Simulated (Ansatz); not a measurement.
# BeAs2: the cost of one run

Computed with Ansatz 0.2.0 (reference: DFT r2SCAN, plane waves, PAW, scalar-relativistic, no spin polarisation, unless a step's input says otherwise).

1 further run of the same task is left out (it didn't finish).

## (1) The structure to begin with

It takes space group P4/nmm (No. 129, tetragonal). Conventional cell: a = 3.564 Å, b = 3.564 Å, c = 7.300 Å, α = 90.00°, β = 90.00°, γ = 90.00°. Around As (site symmetry 4mm) lie 4 Be at 2.56 Å. As (site symmetry -4m2) is surrounded by 4 As at 2.52 Å and 4 Be at 2.63 Å. Around Be (site symmetry 4mm) lie 8 As at 2.56 to 2.63 Å.

Coordinates:

```
CELL_PARAMETERS angstrom
3.56407 0.00000 0.00000
0.00000 3.56407 0.00000
0.00000 0.00000 7.29970
ATOMIC_POSITIONS crystal
As 0.00000 0.50000 0.33000
As 0.50000 0.00000 0.67000
As 0.00000 0.00000 0.00000
As 0.50000 0.50000 0.00000
Be 0.00000 0.50000 0.73500
Be 0.50000 0.00000 0.26500
```

## (2) The reference run

input.yaml reads:

```yaml
crystal:
  lattice:
    - [3.56407, 0.0, 0.0]
    - [0.0, 3.56407, 0.0]
    - [0.0, 0.0, 7.299698]
  atoms:
    - { symbol: As, position: [0.0, 0.5, 0.33] }
    - { symbol: As, position: [0.5, 0.0, 0.67] }
    - { symbol: As, position: [0.0, 0.0, 0.0] }
    - { symbol: As, position: [0.5, 0.5, 0.0] }
    - { symbol: Be, position: [0.0, 0.5, 0.735] }
    - { symbol: Be, position: [0.5, 0.0, 0.265] }
  symmetry: { tolerance: 0.0003 }
kpoints:
  mp_grid: { grid: [5, 5, 3], shift: [0, 0, 0] }
magnetization:
  spin_polarized: false
scf:
  occupations: { method: fermi_dirac }
hamiltonian:
  pseudopotentials: { kind: paw }
  xc: r2scan
basis:
  ecutwfc: 500
output:
  forces: true
  stress: true
  eigenvalues: true
```

Started as:

```console
$ ansatz run input.yaml --threads 1 --pin off --max-ram 2560MiB --backend cpu --events-out ev --progress --plain --runs-dir out
```

**Question.** How long does this run take on 1 thread of Arm Neoverse V1, shared host, and how much memory does it need?

About 8.8 s, with a peak of 0.52 GiB.
